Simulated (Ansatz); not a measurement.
# C₂H₄NSi radical: basis-set convergence

Aim: see how fast density functionals and correlated methods converge with the basis set for C₂H₄NSi radical.

Computed with Ansatz 0.2.0, Gaussian basis. Level: one geometry, several basis sets.

Levels to be run: PBE0-D4/def2-SVP; ωB97M-V/def2-SVP; PBE0-D4/def2-QZVPP; ωB97M-V/def2-QZVPP; CCSD(T)/cc-pV(D+d)Z; CCSD(T)/cc-pV(T+d)Z; CCSD(T)/cc-pV(Q+d)Z; the functionals' def2-TZVPP values are taken from earlier runs.

## Step 1: The relaxed structure

An earlier PBE0-D4 in a triple-zeta def2 set relaxation fixed the geometry.

8 atoms, charge 0, spin multiplicity 2.

Atoms are counted from 1 here; the program's logs count them from 0.

Bond lengths: C1–Si2 1.864 Å, C1–H5 1.091 Å, C1–H6 1.092 Å, C1–H7 1.094 Å, Si2–C3 1.838 Å, Si2–H8 1.484 Å, C3–N4 1.155 Å. Angles: Si2–C1–H5 110.6°, Si2–C1–H6 110.3°, Si2–C1–H7 110.3°, H5–C1–H6 108.6°, H5–C1–H7 108.5°, H6–C1–H7 108.6°, C1–Si2–C3 110.3°, C1–Si2–H8 114.8°, C3–Si2–H8 107.7°, Si2–C3–N4 175.9°.

## Step 2: PBE0-D4 in def2-SVP

Contents of in.yaml:

```yaml
crystal:
  periodic: [false, false, false]
  atoms:
    - {symbol: C, position_ang: [-0.643027, 0.918637, -0.357917]}
    - {symbol: Si, position_ang: [0.065082, -0.284541, 0.876527]}
    - {symbol: C, position_ang: [1.492298, -1.183551, 0.146478]}
    - {symbol: N, position_ang: [2.438949, -1.698541, -0.269068]}
    - {symbol: H, position_ang: [0.121526, 1.623692, -0.687981]}
    - {symbol: H, position_ang: [-1.464686, 1.480738, 0.089821]}
    - {symbol: H, position_ang: [-1.022669, 0.384143, -1.233230]}
    - {symbol: H, position_ang: [-0.895272, -1.297578, 1.379470]}
basis:
  gaussian: {orbitals: def2-SVP}
magnetization: {spin_polarized: true, initial_magnetization: 1}
hamiltonian: {xc: pbe0, dispersion: d4}
output: {orbitals: {seedname: orbitals}}
```

Started as:

```sh
$ ansatz run in.yaml --threads 2 --pin off --events-out ev --progress --plain --max-ram 20480MiB --backend cpu
```

The log of the run:

```text
Functional definition: PBE0
  name "PBE0"
  cite "Adamo & Barone, J. Chem. Phys. 110, 6158 (1999) doi:10.1063/1.478522"
  cite "Perdew, Burke & Ernzerhof, Phys. Rev. Lett. 77, 3865 (1996) doi:10.1103/PhysRevLett.77.3865"
  parent pbe
  parameter a = 0.25
  parameter kappa = 0.804
  parameter beta = 0.06672455060314922
  exchange = (1 - a)*pbe_x(kappa = kappa, mu = beta*pi^2/3) + a*exact_x
  correlation = pbe_c(beta = beta)
809 factors; integrals over basis functions are off by at most 1.1e-3 eV
mean field evaluation 1: about -11484.8818 eV, gradient 3.8e1 eV
mean field evaluation 2: about -11472.0777 eV, gradient 6.1e1 eV
mean field evaluation 4: about -11492.1455 eV, gradient 3.9e0 eV
mean field evaluation 8: about -11492.3659 eV, gradient 5.1e-1 eV
mean field evaluation 16: about -11492.3675 eV, gradient 1.3e-3 eV
mean field -11492.36745337 eV, -422.3367141050 hartree, gradient 5.0e-5 eV, S^2 0.754303; 0 other end points of the search recorded, 0 dependent functions left out
reference -11492.36747716 eV, -422.3367149792 hartree; 19, 18 occupied and 61, 62 virtual orbitals, 809 factors
Total energy: -11492.49493157 eV, -422.3413988423 hartree
```

Run time: 2.3 s. Hardware: 2 threads of AMD EPYC 7R13, shared host.

## Step 3: ωB97M-V in def2-SVP

Edit in.yaml of step 2 so:

```diff
@@ -14,3 +14,3 @@
 magnetization: {spin_polarized: true, initial_magnetization: 1}
-hamiltonian: {xc: pbe0, dispersion: d4}
+hamiltonian: {xc: {name: wB97M-V}}
 output: {orbitals: {seedname: orbitals}}
```

Same command.

The log of the run, cut to the lines that bear on the results:

```text
Functional definition: wB97M-V
  name "wB97M-V"
  cite "Mardirossian & Head-Gordon, J. Chem. Phys. 144, 214110 (2016) doi:10.1063/1.4952647"
  cite "Becke, J. Chem. Phys. 107, 8554 (1997) doi:10.1063/1.475007"
  cite "Vydrov & Van Voorhis, J. Chem. Phys. 133, 244103 (2010) doi:10.1063/1.3521275"
  # Of w^i u^j: cxij and so on, Table III.
[...]
  gx(w, u) = 1 - cx + cx01*u + cx10*w
  gss(w, u) = css00 + css04*u^4 + css10*w + css20*w^2 + css43*w^4*u^3
  gos(w, u) = cos00 + cos10*w + (cos20 + cos21*u)*w^2 + (cos60 + cos61*u)*w^6
[...]
      + integral(e_c_pw_mod_opposite_spin*gos(b97_w_opposite, b97_u_opposite)) + vv10(b, c)
809 factors; integrals over basis functions are off by at most 1.1e-3 eV
242 factors; integrals over basis functions are off by at most 7.6e-6 eV
[...]
mean field -11497.84194478 eV, -422.5378979534 hartree, gradient 4.1e-5 eV, S^2 0.752897; 0 other end points of the search recorded, 0 dependent functions left out
reference -11497.84197973 eV, -422.5378992377 hartree; 19, 18 occupied and 61, 62 virtual orbitals, 809 factors
Total energy: -11497.84197973 eV, -422.5378992377 hartree
```

It took 7 s on 2 threads of AMD EPYC 7R13, shared host.

## Step 4: PBE0-D4 in def2-QZVPP

Edit in.yaml of step 3 so:

```diff
@@ -12,5 +12,5 @@
 basis:
-  gaussian: {orbitals: def2-SVP}
+  gaussian: {orbitals: "def2-QZVPP.json"}
 magnetization: {spin_polarized: true, initial_magnetization: 1}
-hamiltonian: {xc: {name: wB97M-V}}
+hamiltonian: {xc: pbe0, dispersion: d4}
 output: {orbitals: {seedname: orbitals}}
```

Started as:

```sh
$ ansatz run in.yaml --threads 2 --pin off --events-out ev --progress --plain --max-ram 20480MiB --backend cuda --devices 0, --max-vram 18GiB
```

The log of the run:

```text
Functional definition: PBE0
  name "PBE0"
  cite "Adamo & Barone, J. Chem. Phys. 110, 6158 (1999) doi:10.1063/1.478522"
  cite "Perdew, Burke & Ernzerhof, Phys. Rev. Lett. 77, 3865 (1996) doi:10.1103/PhysRevLett.77.3865"
  parent pbe
  parameter a = 0.25
  parameter kappa = 0.804
  parameter beta = 0.06672455060314922
  exchange = (1 - a)*pbe_x(kappa = kappa, mu = beta*pi^2/3) + a*exact_x
  correlation = pbe_c(beta = beta)
1142 factors; their error is unknown
mean field evaluation 1: about -11489.4782 eV, gradient 4.7e1 eV
mean field evaluation 2: about -11469.4229 eV, gradient 7.4e1 eV
mean field evaluation 4: about -11499.5039 eV, gradient 6.8e0 eV
mean field evaluation 8: about -11499.7166 eV, gradient 2.2e-1 eV
mean field evaluation 16: about -11499.7249 eV, gradient 9.7e-4 eV
mean field -11499.72490293 eV, -422.6070953890 hartree, gradient 4.2e-5 eV, S^2 0.754676; 0 other end points of the search recorded, 0 dependent functions left out
reference -11499.72494192 eV, -422.6070968222 hartree; 19, 18 occupied and 342, 343 virtual orbitals, 1142 factors
Total energy: -11499.85239633 eV, -422.6117806853 hartree
```

It took 3.1 s on 1 × H100 (card shared with other runs) with 2 threads of AMD EPYC 7R13, shared host; peak host memory 0.92 GiB.

## Step 5: ωB97M-V in def2-QZVPP

Edit in.yaml of step 4 so:

```diff
@@ -14,3 +14,3 @@
 magnetization: {spin_polarized: true, initial_magnetization: 1}
-hamiltonian: {xc: pbe0, dispersion: d4}
+hamiltonian: {xc: {name: wB97M-V}}
 output: {orbitals: {seedname: orbitals}}
```

The command is unchanged.

The log of the run, cut to the lines that bear on the results:

```text
Functional definition: wB97M-V
  name "wB97M-V"
  cite "Mardirossian & Head-Gordon, J. Chem. Phys. 144, 214110 (2016) doi:10.1063/1.4952647"
  cite "Becke, J. Chem. Phys. 107, 8554 (1997) doi:10.1063/1.475007"
  cite "Vydrov & Van Voorhis, J. Chem. Phys. 133, 244103 (2010) doi:10.1063/1.3521275"
  # Of w^i u^j: cxij and so on, Table III.
[...]
  gx(w, u) = 1 - cx + cx01*u + cx10*w
  gss(w, u) = css00 + css04*u^4 + css10*w + css20*w^2 + css43*w^4*u^3
  gos(w, u) = cos00 + cos10*w + (cos20 + cos21*u)*w^2 + (cos60 + cos61*u)*w^6
[...]
      + integral(e_c_pw_mod_opposite_spin*gos(b97_w_opposite, b97_u_opposite)) + vv10(b, c)
1122 factors; their error is unknown
287 factors; integrals over basis functions are off by at most 9.8e-6 eV
[...]
mean field -11505.37148152 eV, -422.8146033250 hartree, gradient 3.6e-5 eV, S^2 0.753058; 0 other end points of the search recorded, 0 dependent functions left out
reference -11505.37153889 eV, -422.8146054333 hartree; 19, 18 occupied and 342, 343 virtual orbitals, 1122 factors
Total energy: -11505.37153889 eV, -422.8146054333 hartree
```

Run time: 4.5 s. Hardware: 1 × H100 (card shared with other runs) with 2 threads of AMD EPYC 7R13, shared host; peak host memory 1.1 GiB.

## Step 6: Density functionals: the series

The def2-TZVPP values come from earlier runs at the same geometry.

| functional | basis | functions | energy (eV) | from the largest (eV) | HOMO (eV) | LUMO (eV) |
| --- | --- | --- | --- | --- | --- | --- |
| PBE0-D4 | def2-SVP | 80 | -11492.4949 | 7.357 | -6.63 | -2.98 |
| PBE0-D4 | def2-TZVPP | 191 | -11499.3952 | 0.457 | -6.69 | -3.03 |
| PBE0-D4 | def2-QZVPP | 361 | -11499.8524 | 0.000 | -6.70 | -3.05 |
| ωB97M-V | def2-SVP | 80 | -11497.8420 | 7.530 | -8.32 | -1.26 |
| ωB97M-V | def2-TZVPP | 191 | -11504.9442 | 0.427 | -8.42 | -1.38 |
| ωB97M-V | def2-QZVPP | 361 | -11505.3715 | 0.000 | -8.44 | -1.42 |

## Step 7: CCSD(T) in cc-pV(D+d)Z

Edit in.yaml of step 5 so:

```diff
@@ -12,5 +12,5 @@
 basis:
-  gaussian: {orbitals: "def2-QZVPP.json"}
+  gaussian: {orbitals: "cc-pV(D+d)Z.json"}
 magnetization: {spin_polarized: true, initial_magnetization: 1}
-hamiltonian: {xc: {name: wB97M-V}}
-output: {orbitals: {seedname: orbitals}}
+correlation: {method: ccsd_t}
+scf: {omitted_lower_state_checks: [cluster_reference]}
```

Started as:

```sh
$ ansatz run in.yaml --threads 2 --pin off --events-out ev --progress --plain --max-ram 20480MiB --backend cpu
```

The log of the run, cut to the lines that bear on the results:

```text
Functional definition: HF
  name "HF"
  cite "Fock, Z. Phys. 61, 126 (1930) doi:10.1007/BF01340294"
  parent pbe
[...]
831 factors; integrals over basis functions are off by at most 7.5e-4 eV
[...]
mean field -11467.80786651 eV, -421.4341659350 hartree, gradient 3.7e-6 eV, S^2 0.809260; 4 other end points of the search recorded, 0 dependent functions left out
8 core orbitals not correlated: weight in the atoms' cores, before any rotation towards them, 1.000 or more for the frozen orbitals, at most 0.000 for the correlated occupied ones
reference -11467.80786651 eV, -421.4341659350 hartree; 11, 10 occupied and 66, 67 virtual orbitals, 831 factors
second order -13.48281596 eV of doubles, -0.00000000 eV of singles
cycle   1  -13.92901077 eV  change   -4.5e-1 eV  update   1.0e-1
[...]
cycle  11  -14.58664897 eV  change   -1.8e-5 eV  update   1.8e-5
perturbative correction -0.53937286 eV, -0.0198215870 hartree
Total energy: -11482.93388834 eV, -421.9900369844 hartree
Checks for a lower state left out: cluster_reference
```

Wall time 9 s (2 threads of AMD EPYC 7R13, shared host); peak memory 0.54 GiB.

## Step 8: CCSD(T) in cc-pV(T+d)Z

Edit in.yaml of step 7 so:

```diff
@@ -12,3 +12,3 @@
 basis:
-  gaussian: {orbitals: "cc-pV(D+d)Z.json"}
+  gaussian: {orbitals: "cc-pV(T+d)Z.json"}
 magnetization: {spin_polarized: true, initial_magnetization: 1}
@@ -16 +16,2 @@
 scf: {omitted_lower_state_checks: [cluster_reference]}
+output: {orbitals: {seedname: orbitals}}
```

Started as:

```sh
$ ansatz run in.yaml --threads 2 --pin off --events-out ev --progress --plain --max-ram 20480MiB --backend cuda --devices 0, --max-vram 18GiB
```

The log of the run, cut to the lines that bear on the results:

```text
Functional definition: HF
  name "HF"
  cite "Fock, Z. Phys. 61, 126 (1930) doi:10.1007/BF01340294"
  parent pbe
[...]
1069 factors; integrals over basis functions are off by at most 9.5e-4 eV
[...]
mean field -11469.14364935 eV, -421.4832550490 hartree, gradient 2.9e-6 eV, S^2 0.807373; 3 other end points of the search recorded, 0 dependent functions left out
8 core orbitals not correlated: weight in the atoms' cores, before any rotation towards them, 1.000 or more for the frozen orbitals, at most 0.000 for the correlated occupied ones
reference -11469.14364935 eV, -421.4832550490 hartree; 11, 10 occupied and 166, 167 virtual orbitals, 1069 factors
second order -16.51122561 eV of doubles, -0.00000000 eV of singles
cycle   1  -16.69187452 eV  change   -1.8e-1 eV  update   1.1e-1
[...]
cycle  12  -17.39852448 eV  change    4.5e-6 eV  update   8.6e-6
perturbative correction -0.82441360 eV, -0.0302966409 hartree
Total energy: -11487.36658744 eV, -422.1529356715 hartree
Checks for a lower state left out: cluster_reference
```

Run time: 3.6 s. Hardware: 1 × H100 (card shared with other runs) with 2 threads of AMD EPYC 7R13, shared host; peak host memory 0.84 GiB.

## Step 9: CCSD(T) in cc-pV(Q+d)Z

Edit in.yaml of step 8 so:

```diff
@@ -12,3 +12,3 @@
 basis:
-  gaussian: {orbitals: "cc-pV(T+d)Z.json"}
+  gaussian: {orbitals: "cc-pV(Q+d)Z.json"}
 magnetization: {spin_polarized: true, initial_magnetization: 1}
@@ -16,2 +16 @@
 scf: {omitted_lower_state_checks: [cluster_reference]}
-output: {orbitals: {seedname: orbitals}}
```

Launched as before.

The log of the run, cut to the lines that bear on the results:

```text
Functional definition: HF
  name "HF"
  cite "Fock, Z. Phys. 61, 126 (1930) doi:10.1007/BF01340294"
  parent pbe
[...]
2065 factors; integrals over basis functions are off by at most 8.3e-4 eV
[...]
mean field -11469.47286470 eV, -421.4953534897 hartree, gradient 1.6e-6 eV, S^2 0.807411; 3 other end points of the search recorded, 0 dependent functions left out
8 core orbitals not correlated: weight in the atoms' cores, before any rotation towards them, 1.000 or more for the frozen orbitals, at most 0.000 for the correlated occupied ones
reference -11469.47286470 eV, -421.4953534897 hartree; 11, 10 occupied and 330, 331 virtual orbitals, 2065 factors
second order -17.60736483 eV of doubles, -0.00000000 eV of singles
cycle   1  -17.57694966 eV  change    3.0e-2 eV  update   1.1e-1
[...]
cycle  12  -18.30178848 eV  change    3.0e-6 eV  update   9.2e-6
perturbative correction -0.90070833 eV, -0.0331004207 hartree
Total energy: -11488.67536150 eV, -422.2010322314 hartree
Checks for a lower state left out: cluster_reference
```

It took 19 s on 1 × H100 (card shared with other runs) with 2 threads of AMD EPYC 7R13, shared host; peak host memory 1.1 GiB.

Energy pieces by basis (eV):

| basis | HF | MP2 correlation | CCSD correlation | (T) | total |
| --- | --- | --- | --- | --- | --- |
| cc-pV(D+d)Z | -11467.8079 | -13.4828 | -14.5866 | -0.5394 | -11482.9339 |
| cc-pV(T+d)Z | -11469.1436 | -16.5112 | -17.3985 | -0.8244 | -11487.3666 |
| cc-pV(Q+d)Z | -11469.4729 | -17.6074 | -18.3018 | -0.9007 | -11488.6754 |

## Step 10: From triple and quadruple zeta to the limit

No new run: Hartree-Fock is extrapolated as exp(−5.46√X) and correlation as X^−3.05, with X = 3 and 4.

| level | energy at the limit (eV) |
| --- | --- |
| HF | -11469.5721 |
| MP2 | -11487.9598 |
| CCSD | -11488.5169 |
| CCSD(T) | -11489.4719 |

| basis | HF above its limit (eV) | share of the MP2 correlation limit (%) |
| --- | --- | --- |
| cc-pV(D+d)Z | 1.764 | 73.3 |
| cc-pV(T+d)Z | 0.428 | 89.8 |
| cc-pV(Q+d)Z | 0.099 | 95.8 |

## Step 11: Results

```
                                                                 quantity          value
                                   MP2 correlation recovered, cc-pV(D+d)Z         73.3 %
                                   MP2 correlation recovered, cc-pV(T+d)Z         89.8 %
                                   MP2 correlation recovered, cc-pV(Q+d)Z         95.8 %
CCSD(T) limit from def2 sets (earlier runs) less the limit of this series        -12 meV
                          PBE0-D4: double and triple zeta above quadruple  7.36, 0.46 eV
                          ωB97M-V: double and triple zeta above quadruple  7.53, 0.43 eV
```

What this shows: PBE0-D4 gains 6.90 eV from double to triple zeta, then 0.46 eV more. In cc-pV(D+d)Z MP2 holds 73 % of its limit, in cc-pV(Q+d)Z 96 %, while Hartree-Fock is within 0.099 eV in the largest set. A limit from the def2 sets, made apart, differs by 12 meV, a least measure of the doubt on such a limit. These are total energies; as a rule much of such shifts cancels in differences, which this series doesn't test.
